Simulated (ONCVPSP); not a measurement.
# An ONCV potential for arsenic, from input to tests

Task: generate the file, and judge it by its errors in other configurations, its logarithmic derivatives, its ghosts and its cutoff.

Program: ONCVPSP 4.0.1. Reference atom: PBE, scalar-relativistic, spherical and spin-unpolarised. All values are calculated.

## (1) Settings

The settings as typed:

```
element                 : arsenic (As, Z = 33)
type                    : optimised norm-conserving Vanderbilt (ONCV)
frozen core             : [Ar] 3d10
valence charge          : 5
reference configuration : 4s2 4p2.5 (charge +0.5)
partial waves           : 4s: rc 1.80 bohr, ncon 3, nbas 7, qcut 4.2 1/bohr, 2 projectors, debl 2.6 Ha; 4p: rc 1.70 bohr, ncon 4, nbas 7, qcut 4.1 1/bohr, 2 projectors, debl 1.2 Ha
local potential         : polynomial inside 1.20 bohr (lpopt 5, dvloc0 6 Ha)
core correction         : not asked for
```

## (2) Generation

As.dat

```
# ATOM AND REFERENCE CONFIGURATION
# atsym  z   nc   nv     iexc    psfile
  As 33.00    6    2        4      upf
#
#   n    l    f
    1    0    2.00
    2    0    2.00
    2    1    6.00
    3    0    2.00
    3    1    6.00
    3    2   10.00
    4    0    2.00
    4    1    2.50
#
# PSEUDOPOTENTIAL AND OPTIMIZATION
# lmax
    1
#
#   l,   rc,      ep,       ncon, nbas, qcut
    0    1.80    0.00    3    7    4.20
    1    1.70    0.00    4    7    4.10
#
# LOCAL POTENTIAL
# lloc, lpopt,  rc(5),   dvloc0
    4    5    1.20    6.00
#
# VANDERBILT-KLEINMAN-BYLANDER PROJECTORs
# l, nproj, debl
    0    2    2.60
    1    2    1.20
#
# MODEL CORE CHARGE
# icmod, fcfact, rcfact
    0    0.00    0.00
#
# LOG DERIVATIVE ANALYSIS
# epsh1, epsh2, depsh
   -2.00    5.00    0.02
#
# OUTPUT GRID
# rlmax, drl
    6.00    0.01
#
# TEST CONFIGURATIONS
# ncnf
    4
# nvcnf
#   n    l    f
    2
    4    0    2.00
    4    1    3.00
#
    2
    4    0    2.00
    4    1    2.00
#
    2
    4    0    2.00
    4    1    1.00
#
    2
    4    0    1.00
    4    1    3.00
#
```

Command:

```sh
oncvpsp.x < As.dat > As.out
```

Q: Predict the outcome of this session. Wanted: cutoffs for 1 and 0.1 mHa per electron, occupied waves; bound ghosts; GHOST(+) flags; largest test error; largest phase difference near zero energy, channels read.

As calculated:

| quantity | value |
| --- | --- |
| cutoffs for 1 and 0.1 mHa per electron, occupied waves | 8.7 Ha and 34 Ha |
| bound ghosts | none found |
| GHOST(+) flags | s at 157 eV |
| largest test error (AE − PS) | -16 meV, for 4s2 4p1 |
| largest phase difference near zero energy, channels read | 0.000 rad |

**Reading.** The worst unpolarised test, 4s2 4p1, is off by 16 meV on 23.5 eV; by total energies transferability rates as good. The potential is soft on the atom at that tolerance: the looser tolerance needs 8.7 Ha. The tighter tolerance needs 34 Ha, and converged work needs a cutoff nearer that. No bound ghost shows below the valence levels. Near zero energy the phases of the channels with partial waves agree within 0.001 rad. The program also flags highly localised states, GHOST(+) (s). All of this concerns the isolated atom, not yet a solid.
